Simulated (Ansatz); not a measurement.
# BN: energy and stress against strain

This session takes BN and sets out to see how energy and stress answer to the strain pattern (0, 0, 0, 0, 0, 1).

Program: Ansatz 0.2.0. Level of theory: DFT PBE, scalar-relativistic, plane waves, PAW. These are calculated values, not measurements.

### Step 1. The system as given

The structure is hexagonal, space group P6_3mc (No. 186). Conventional cell: a = 2.554 Å, b = 2.554 Å, c = 4.227 Å, α = 90.00°, β = 90.00°, γ = 120.00°. B (site symmetry 3m) is surrounded by 4 N at 1.57 to 1.58 Å. N (site symmetry 3m) has 4 B at 1.57 to 1.58 Å in its first shell of neighbours.

Structure file:

```cif
data_structure
_symmetry_space_group_name_H-M 'P 1'
_symmetry_Int_Tables_number 1
_cell_length_a 2.5539
_cell_length_b 2.5539
_cell_length_c 4.2269
_cell_angle_alpha 90.000
_cell_angle_beta 90.000
_cell_angle_gamma 120.000
_cell_volume 23.88
loop_
_atom_site_label
_atom_site_type_symbol
_atom_site_fract_x
_atom_site_fract_y
_atom_site_fract_z
_atom_site_occupancy
B1 B 0.66667 0.33333 0.99972 1
B2 B 0.33333 0.66667 0.49972 1
N1 N 0.66667 0.33333 0.62528 1
N2 N 0.33333 0.66667 0.12528 1
```

It goes back to an entry of the Materials Project, which need not be the stable form.

No relaxation comes first: the listed cell is the starting point.

### Step 2. The reference cell

The reference gives a free energy of -1084.4829 eV, pressure -0.04 GPa, largest force 0.016 eV/Å and gap on the mesh 5.21 eV. It was computed beforehand with the settings of the runs below.

### Step 3. Setting up energy and stress against strain

The cell is strained by ε times the Voigt pattern (0, 0, 0, 0, 0, 1) (xx, yy, zz, yz, xz, xy; engineering shear), with fractional coordinates fixed (clamped ions). The stress on the pattern is the sum of the stress components weighted by it, tension positive.

### Step 4. Point ε = -0.0200

input.yaml reads:

```yaml
crystal:
  lattice:
    - [2.5539396017, -0.025539396, 0.0]
    - [-1.2990875666, 2.2245462728, 0.0]
    - [0.0, 0.0, 4.226855]
  atoms:
    - { symbol: B, position: [0.6666666667, 0.3333333333, 0.999724] }
    - { symbol: B, position: [0.3333333333, 0.6666666667, 0.499724] }
    - { symbol: "N", position: [0.6666666667, 0.3333333333, 0.625276] }
    - { symbol: "N", position: [0.3333333333, 0.6666666667, 0.125276] }
basis:
  ecutwfc: 420
kpoints:
  mp_grid: { grid: [12, 12, 6] }
hamiltonian:
  xc: pbe
scf:
  occupations: { method: gaussian, width: 0.05 }
output:
  forces: true
  stress: true
  eigenvalues: true
```

Started as:

```console
$ ansatz run input.yaml --threads 1 --pin off --max-ram 2560MiB --backend cpu --events-out ev --progress --plain --runs-dir out
```

### Step 5. Point ε = 0.0150

Edit input.yaml of step 4 so:

```diff
@@ -2,4 +2,4 @@
   lattice:
-    - [2.5539396017, -0.025539396, 0.0]
-    - [-1.2990875666, 2.2245462728, 0.0]
+    - [2.5539396017, 0.019154547, 0.0]
+    - [-1.2603814766, 2.2021993013, 0.0]
     - [0.0, 0.0, 4.226855]
@@ -22 +22,5 @@
   eigenvalues: true
+  write_density: true
+  write_potential: true
+  elf: true
+  volumetric_format: npy
```

### Step 6. ε = -0.0100

Edit input.yaml of step 5 so:

```diff
@@ -2,4 +2,4 @@
   lattice:
-    - [2.5539396017, 0.019154547, 0.0]
-    - [-1.2603814766, 2.2021993013, 0.0]
+    - [2.5539396017, -0.012769698, 0.0]
+    - [-1.2880286837, 2.2181614238, 0.0]
     - [0.0, 0.0, 4.226855]
@@ -22,5 +22 @@
   eigenvalues: true
-  write_density: true
-  write_potential: true
-  elf: true
-  volumetric_format: npy
```

### Step 7. ε = 0.0050

Edit input.yaml of step 6 so:

```diff
@@ -2,4 +2,4 @@
   lattice:
-    - [2.5539396017, -0.012769698, 0.0]
-    - [-1.2880286837, 2.2181614238, 0.0]
+    - [2.5539396017, 0.006384849, 0.0]
+    - [-1.2714403594, 2.2085841503, 0.0]
     - [0.0, 0.0, 4.226855]
```

### Step 8. At ε = 0.0175

Edit input.yaml of step 7 so:

```diff
@@ -2,4 +2,4 @@
   lattice:
-    - [2.5539396017, 0.006384849, 0.0]
-    - [-1.2714403594, 2.2085841503, 0.0]
+    - [2.5539396017, 0.0223469715, 0.0]
+    - [-1.2576167558, 2.200603089, 0.0]
     - [0.0, 0.0, 4.226855]
```

### Step 9. ε = 0.0125

Edit input.yaml of step 8 so:

```diff
@@ -2,4 +2,4 @@
   lattice:
-    - [2.5539396017, 0.0223469715, 0.0]
-    - [-1.2576167558, 2.200603089, 0.0]
+    - [2.5539396017, 0.0159621225, 0.0]
+    - [-1.2631461973, 2.2037955135, 0.0]
     - [0.0, 0.0, 4.226855]
```

### Step 10. At ε = 0.0075

Edit input.yaml of step 9 so:

```diff
@@ -2,4 +2,4 @@
   lattice:
-    - [2.5539396017, 0.0159621225, 0.0]
-    - [-1.2631461973, 2.2037955135, 0.0]
+    - [2.5539396017, 0.0095772735, 0.0]
+    - [-1.2686756387, 2.206987938, 0.0]
     - [0.0, 0.0, 4.226855]
```

### Step 11. ε = 0.0025

Edit input.yaml of step 10 so:

```diff
@@ -2,4 +2,4 @@
   lattice:
-    - [2.5539396017, 0.0095772735, 0.0]
-    - [-1.2686756387, 2.206987938, 0.0]
+    - [2.5539396017, 0.0031924245, 0.0]
+    - [-1.2742050802, 2.2101803625, 0.0]
     - [0.0, 0.0, 4.226855]
```

(Steps that only read results are left out.)

What does the calculation give? Wanted: slope of the stress at ε = 0, from the points at -0.0100, 0 and 0.0025.

The runs gave:

| quantity | value |
| --- | --- |
| slope of the stress at ε = 0, from the points at -0.0100, 0 and 0.0025 | 407 GPa |

**Reading.** The slope of the stress at zero strain, 407 GPa, estimates C66 with clamped ions in this Cartesian frame; letting the atoms relax could not make it stiffer. The undisturbed cell stays the lowest of the sampled points. The gap on the mesh stays between 5.15 and 5.21 eV.
